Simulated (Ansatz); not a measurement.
## Hf2Pd2Se2Br2O3 in Ansatz: the effect of functional

Crystal: Hf2Pd2Se2Br2O3.

```
Hf Pd Se Br O
1.0
     7.67722   -1.70971    0.00000
     7.67722    1.70971    0.00000
    -3.99941    0.00000   12.58754
Hf Pd Se Br O
2 2 2 2 3
Direct
  0.05486 0.05486 0.93856
  0.39372 0.39372 0.71691
  0.82080 0.82080 0.49036
  0.67714 0.67714 0.25693
  0.07768 0.07768 0.15435
  0.21009 0.21009 0.41200
  0.41355 0.41355 0.95480
  0.75396 0.75396 0.71349
  0.40299 0.40299 0.57873
  0.61446 0.61446 0.92698
  0.96906 0.96906 0.77831
```

The cell was built by a generator and needn't be a form met in nature.

Alike in all runs:

```yaml
Program: Ansatz 0.2.0
Task: band structure
Potentials_or_basis: Ansatz PAW
Cutoff: "420 eV (not typed: the program's choice for these potentials)"
k_mesh: 8 × 8 × 2
Occupations: fermi-dirac, width 0.05 eV
Spin: no spin polarisation
```

| functional | gap on the mesh (eV) | pressure (GPa) | largest force (eV/Å) |
| --- | --- | --- | --- |
| PBE | 0.84 | 0.0 | 0.01 |
| RPBE | 0.86 | 1.6 | 0.24 |
| revPBE | ? | ? | ? |

Problem. What does the run with functional revPBE give?

Solution. gap on the mesh 0.85 eV; pressure 1.2 GPa; largest force 0.18 eV/Å.

Caveats: the k mesh misses the band edges, so the gap on the mesh is wider than the one along the path; spin-orbit coupling is left out, which moves the levels of the heavy elements; the PAW data sets come from PBE, with cores solved anew for the run's functional, which leaves a small shift of forces and pressure (some runs).
